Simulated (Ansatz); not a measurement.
# CH₅NSi₂: how energies converge with the basis set

An exercise on one series of results from a longer session: the logs are not shown, and one member is left open.

The runs use Ansatz 0.2.0, Gaussian basis; one geometry, several basis sets.

Plan: PBE0-D4/def2-SVP; ωB97M-V/def2-SVP; PBE0-D4/def2-QZVPP; ωB97M-V/def2-QZVPP; the functionals' def2-TZVPP values are taken from earlier runs.

**Structure used throughout**

All runs share one geometry, relaxed beforehand with PBE0-D4 in a triple-zeta def2 set.

SMILES `[SiH3][SiH]1C=N1`, 9 atoms, charge 0, spin multiplicity 1.

Atoms are counted from 1 here; the program's logs count them from 0.

Bond lengths: Si1–Si2 2.322 Å, Si1–H5 1.487 Å, Si1–H6 1.487 Å, Si1–H7 1.485 Å, Si2–C3 1.793 Å, Si2–N4 1.818 Å, Si2–H8 1.482 Å, C3–N4 1.267 Å, C3–H9 1.091 Å. Angles: Si2–Si1–H5 110.0°, Si2–Si1–H6 110.9°, Si2–Si1–H7 108.1°, H5–Si1–H6 108.5°, H5–Si1–H7 109.6°, H6–Si1–H7 109.7°, Si1–Si2–C3 121.6°, Si1–Si2–N4 117.6°, Si1–Si2–H8 118.5°, C3–Si2–N4 41.1°, C3–Si2–H8 118.6°, N4–Si2–H8 115.2°, Si2–C3–N4 70.5°, Si2–C3–H9 159.6°, N4–C3–H9 129.9°, Si2–N4–C3 68.4°.

The first run:

Input file in.yaml:

```yaml
crystal:
  periodic: [false, false, false]
  atoms:
    - {symbol: Si, position_ang: [-0.983221, 0.902574, -0.898317]}
    - {symbol: Si, position_ang: [-0.048388, -0.771318, 0.411472]}
    - {symbol: C, position_ang: [1.693442, -0.767086, 0.837601]}
    - {symbol: N, position_ang: [1.024147, -0.263145, 1.787992]}
    - {symbol: H, position_ang: [-1.276343, 0.379275, -2.259380]}
    - {symbol: H, position_ang: [-2.251578, 1.398155, -0.301174]}
    - {symbol: H, position_ang: [-0.005289, 2.016508, -0.992391]}
    - {symbol: H, position_ang: [-0.832260, -2.007322, 0.646322]}
    - {symbol: H, position_ang: [2.767991, -0.933941, 0.750673]}
basis:
  gaussian: {orbitals: def2-SVP}
hamiltonian: {xc: pbe0, dispersion: d4}
output: {orbitals: {seedname: orbitals}}
```

The run is started by

```console
> ansatz run in.yaml --threads 2 --pin off --events-out ev --progress --plain --max-ram 4352MiB
```

Steps of the session up to this table: PBE0-D4 in def2-SVP; ωB97M-V in def2-SVP; PBE0-D4 in def2-QZVPP; ωB97M-V in def2-QZVPP.

One table of the session follows, with a row left open; its other results are not shown here.

It belongs to the step «Density functionals: the series». 

```
functional       basis  HOMO (eV)
   PBE0-D4    def2-SVP      -6.66
   PBE0-D4  def2-TZVPP          ?
   PBE0-D4  def2-QZVPP      -6.70
   ωB97M-V    def2-SVP      -8.75
   ωB97M-V  def2-TZVPP      -8.81
   ωB97M-V  def2-QZVPP      -8.83
```

**Question.** Estimate the row for PBE0-D4, def2-TZVPP.

As computed: HOMO (eV): -6.68. In the column «HOMO (eV)» it lies between PBE0-D4, def2-QZVPP (-6.70) and PBE0-D4, def2-SVP (-6.66).
